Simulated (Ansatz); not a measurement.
The system is MnHg.

```
CELL_PARAMETERS angstrom
3.31500 0.00000 0.00000
0.00000 3.31500 0.00000
0.00000 0.00000 3.31500
ATOMIC_POSITIONS crystal
Hg 0.00000 0.00000 0.00000
Mn 0.50000 0.50000 0.50000
```

- Program: Ansatz 0.2.0
- Task: single point
- Functional: PBE
- Potentials or basis: Ansatz PAW
- Cutoff: 420 eV (not typed: the program's choice for these potentials)
- k mesh: 8 × 8 × 8
- Occupations: fermi-dirac, width 0.05 eV
- Spin: collinear spin, ferromagnetic start
- Starting moments: [0.0, 4.0] μB

On this cell: pressure 0.6 GPa; largest force zero by symmetry; net moment 3.91 μB per cell; site moments Hg -0.03; Mn +3.88 μB; band gap on the k mesh none (metal or under the smearing width).

The same run follows on a disturbed copy (atoms moved at random, drawn with an rms of 0.05 Å):

```
Hg Mn
1.0
     3.31500    0.00000    0.00000
     0.00000    3.31500    0.00000
     0.00000    0.00000    3.31500
Hg Mn
1 1
Direct
  0.00788 0.01533 0.00726
  0.50256 0.48514 0.49612
```

Task: What does the disturbed cell give?

Result: The energy (extrapolated to zero smearing) moves by +9.2 meV/atom; pressure 0.9 GPa; largest force 0.344 eV/Å; net moment 3.91 μB per cell; site moments Hg -0.02; Mn +3.85 μB; band gap on the k mesh none (metal or under the smearing width).

Forces on the atoms (eV/Å):
```
Hg  -0.058 -0.317 -0.121
Mn   0.058  0.317  0.121
```

Stress tensor (GPa, compression positive):
```
1.06 0.11 0.04
0.11 0.72 0.22
0.04 0.22 1.02
```
